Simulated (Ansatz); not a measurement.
# Cl3H5NOTa: the cost of one run

All numbers below are computed with Ansatz 0.2.0 (RKS PBE0-D4/def2-SVP).

## Step 1: The starting structure

Bond lengths: Ta1–N2 2.510 Å, N2–H3 1.060 Å, N2–H4 1.060 Å, Ta1–Cl5 2.470 Å, Ta1–Cl6 2.470 Å, Ta1–O7 2.020 Å, O7–H8 1.010 Å, Ta1–Cl9 2.470 Å, Ta1–H10 2.100 Å, Ta1–H11 2.291 Å. Angles (14 of 25 angles, heavy atoms first): N2–Ta1–Cl5 90.0°, N2–Ta1–Cl6 90.0°, N2–Ta1–O7 120.0°, N2–Ta1–Cl9 120.0°, Cl5–Ta1–Cl6 180.0°, Cl5–Ta1–O7 90.0°, Cl5–Ta1–Cl9 90.0°, Cl6–Ta1–O7 90.0°, Cl6–Ta1–Cl9 90.0°, O7–Ta1–Cl9 120.0°, Ta1–N2–H3 120.0°, Ta1–N2–H4 120.0°, N2–Ta1–H10 71.6°, N2–Ta1–H11 41.9°.

Coordinates:

```xyz
11

Ta    0.0000    0.0000    0.0000
N     2.5100    0.0000    0.0000
H     3.0400   -0.5118    0.7620
H     3.0400    0.5118   -0.7620
Cl    0.0000    0.0000    2.4700
Cl    0.0000    0.0000   -2.4700
O    -1.0100    1.7493    0.0000
H    -1.4859    1.8638    0.8834
Cl   -1.2350   -2.1390    0.0000
H     0.6622   -1.6867    1.0613
H     1.7064   -1.2936    0.8140
```

## Step 2: A restrained relaxation towards end A

Springs on the bonds that form and break draw the guess towards this end; the thresholds are loose.

File input.yaml:

```yaml
crystal:
  periodic: [false, false, false]
  atoms:
    - { symbol: Ta, position_ang: [0.0, 0.0, 0.0] }
    - { symbol: "N", position_ang: [2.51, 0.0, 0.0] }
    - { symbol: H, position_ang: [3.04, -0.5118, 0.762] }
    - { symbol: H, position_ang: [3.04, 0.5118, -0.762] }
    - { symbol: Cl, position_ang: [0.0, 0.0, 2.47] }
    - { symbol: Cl, position_ang: [0.0, 0.0, -2.47] }
    - { symbol: O, position_ang: [-1.01, 1.7493, 0.0] }
    - { symbol: H, position_ang: [-1.4859, 1.8638, 0.8834] }
    - { symbol: Cl, position_ang: [-1.235, -2.139, 0.0] }
    - { symbol: H, position_ang: [0.6622, -1.6867, 1.0613] }
    - { symbol: H, position_ang: [1.7064, -1.2936, 0.814] }
basis:
  gaussian: { orbitals: def2-SVP }
hamiltonian:
  xc: pbe0
  dispersion: d4
relax:
  f_tol: 0.15
  max_steps: 25
  restrain:
    - { distance: [0, 9], at: 3.0, k: 30.0 }
    - { distance: [10, 1], at: 2.26, k: 30.0 }
    - { distance: [0, 1], at: 2.16, k: 30.0 }
    - { distance: [10, 9], at: 0.66, k: 30.0 }
output:
  orbitals: {}
```

Launch:

```bash
$ ansatz run input.yaml --threads 4 --pin off --max-ram 5120MiB --backend cpu --events-out ev --progress --plain --runs-dir out
```

Q: Estimate wall time and peak memory on 4 threads of Arm Neoverse V1, shared host.

About 61 s, with a peak of 0.45 GiB.
